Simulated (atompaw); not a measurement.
# A PAW (atompaw) potential for gold, from input to tests

Task: generate the file, and judge it by its logarithmic derivatives, its ghosts and its cutoff.

Method: atompaw 4.2.0.5, PBE, scalar-relativistic.

## (1) Settings

The settings as typed:

- element: gold (Au, Z = 79)
- type: PAW
- frozen core: [Kr] 4d10 4f14 5s2
- valence charge: 17
- reference configuration: 5p6 5d10 6s0.5 6p0 (charge +0.5)
- partial waves: 6s (bound): rc 2.35 bohr; 6s channel at 3.2 Ry: rc 2.35 bohr; 5p (bound): rc 1.80 bohr; 6p (bound, empty): rc 1.55 bohr; 5d (bound): rc 2.35 bohr; 5d channel at 2.7 Ry: rc 2.35 bohr
- local potential: troulliermartins scheme with l = 3 at 0 Ry, radius 1.70 bohr
- core correction: smooth core density matched at 1.85 bohr
- augmentation charge: besselshape compensation charge, radius 1.75 bohr; PAW radius 2.35 bohr; waves and projectors: custom rrkj gramschmidtortho

An earlier all-electron run gives the scale for the radii.

All-electron outer shells of the reference configuration (PBE, scalar-relativistic, ld1.x):

```json
{"shell": "5s", "level (eV)": "-112.47", "outermost node (bohr)": "0.48", "outermost maximum (bohr)": "0.84"}
{"shell": "4f", "level (eV)": "-85.19", "outermost node (bohr)": "–", "outermost maximum (bohr)": "0.37"}
{"shell": "5p", "level (eV)": "-63.91", "outermost node (bohr)": "0.52", "outermost maximum (bohr)": "0.96"}
{"shell": "5d", "level (eV)": "-10.96", "outermost node (bohr)": "0.56", "outermost maximum (bohr)": "1.21"}
{"shell": "6s", "level (eV)": "-9.38", "outermost node (bohr)": "1.11", "outermost maximum (bohr)": "2.27"}
{"shell": "6p", "level (eV)": "-3.57", "outermost node (bohr)": "1.32", "outermost maximum (bohr)": "3.26"}
```

## (2) Generating the potential

Input file Au.input:

```
Au 79
GGA-PBE scalarrelativistic loggrid 2001 logderivrange -7 5 301
6 6 5 4 0 0
6 0 0.5
6 1 0
0 0 0
c
c
c
c
c
v
c
c
c
v
v
c
c
v
c
2
2.35 1.75 1.70 1.85
y
3.2
n
n
y
2.7
n
custom rrkj gramschmidtortho besselshape
3 0 troulliermartins
2.35
2.35
1.80
1.55
2.35
2.35
PWSCFOUT
UPFDX 0.0125d0 UPFXMIN -7.d0 UPFZMESH 79.d0
END
```

Started as:

```
$ atompaw < Au.input > Au.log
```

Before running it: what results should come out? Wanted: cutoffs for 10 and 1 mRy, occupied levels; bound ghosts; largest phase difference near zero energy, channels read; lowest eigenvalue of the overlap; share of valence orbitals outside the PAW sphere; UPF file.

The runs gave:

| quantity | value |
| --- | --- |
| cutoffs for 10 and 1 mRy, occupied levels | 30 Ry and 45 Ry |
| bound ghosts | s at -226.36 eV |
| largest phase difference near zero energy, channels read | 0.003 rad |
| lowest eigenvalue of the overlap (Bessel basis) | 0.170 (p) |
| share of valence orbitals outside the PAW sphere | 6s 61 %, 5p 0 %, 6p 89 %, 5d 13 % |
| UPF file | written |

**Reading.** It has a bound ghost (s), a state that the atom doesn't have, and that rules the file out. The potential is soft on the atom at that tolerance: the looser tolerance needs 30 Ry. The slowest occupied level is 5p: taken alone it needs 30 Ry to come within 1 mRy, against 18 Ry for 5d. That counts occupied waves only; other projectors can need more. Near zero energy the phases of the channels with partial waves agree within 0.003 rad. These are tests on the free atom; a crystal test is still owed.
